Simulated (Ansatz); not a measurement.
Write a Python script for the Ansatz DFT code, driven from Python that makes a ladder of basis sets of H5NSeSi, SMILES N[SiH2][SeH]. Level of theory (for the species named): Hartree-Fock, cc-pVDZ basis, multiplicity 1. The script varies basis: cc-pVDZ, cc-pVTZ.

```xyz
8

N    -1.0448    0.1971   -0.6764
Si    0.4678    0.3461    0.1711
Se    1.1224   -1.7419    0.7533
H    -0.8458   -0.2941   -1.5645
H    -1.3379    1.2053   -1.0024
H     0.3110    1.1888    1.3778
H     1.5031    0.9631   -0.7064
H    -0.0836   -1.9215    1.5916
```

The script, `run_basis.py`:
```python
# -*- coding: utf-8 -*-
'''Basis-set convergence for H5NSeSi.'''

import logging
import sys

import ansatz as az

logging.basicConfig(stream=sys.stdout, format='%(levelname)s:%(name)s:%(message)s')
logger = logging.getLogger('calc')
logger.setLevel(logging.INFO)

XC = 'HF'

system = (
    az.Crystal.molecule()
    .atom('N', (-1.0448, 0.1971, -0.6764))
    .atom('Si', (0.4678, 0.3461, 0.1711))
    .atom('Se', (1.1224, -1.7419, 0.7533))
    .atom('H', (-0.8458, -0.2941, -1.5645))
    .atom('H', (-1.3379, 1.2053, -1.0024))
    .atom('H', (0.311, 1.1888, 1.3778))
    .atom('H', (1.5031, 0.9631, -0.7064))
    .atom('H', (-0.0836, -1.9215, 1.5916))
)

base = system.calculation().functional(XC)

energies = {}
for basis in ['cc-pVDZ', 'cc-pVTZ']:
    report = base.basis(gaussian=basis).run(threads=1).report
    size = report['n_frozen'] + report['n_occupied'][0] + report['n_virtual'][0]
    energies[basis] = (report['reference_energy_ev'] / 27.211386246, report['free_energy_ev'] / 27.211386246)
    logger.info(f'{basis:14s} {size:4d} orbitals  reference {energies[basis][0]:14.6f} Ha  total {energies[basis][1]:14.6f} Ha')

last = energies['cc-pVTZ'][1]
for basis, (_, total) in energies.items():
    logger.info(f'{basis:14s} lies {27.211386 * (total - last):9.4f} eV above cc-pVTZ')
```

```console
$ python run_basis.py
INFO:calc:cc-pVDZ          84 orbitals  reference   -2746.144372 Ha  total   -2746.144372 Ha
INFO:calc:cc-pVTZ         177 orbitals  reference   -2746.261072 Ha  total   -2746.261072 Ha
INFO:calc:cc-pVDZ        lies    3.1756 eV above cc-pVTZ
INFO:calc:cc-pVTZ        lies    0.0000 eV above cc-pVTZ
```

Against cc-pVDZ: cc-pVTZ -116.7 mHa. The last step alone is -116.70 mHa. From the first set to the last the time grows from 1.1 to 2.0 s.

What to keep in mind:
- The drop along the ladder measures the basis error, and is no property of the molecule.
- The geometry is a force-field or estimated start, not a minimum of this method, and the last set is no limit. Much of the fall in a total is atomic energy, which cancels in bond and reaction energies.
- For Al to Cl the sets with a tight d function, cc-pV(X+d)Z, are usual.
- It ran for 3.5 s on 1 thread of Arm Neoverse V2, with other jobs on the host, peak memory 0.38 GiB.
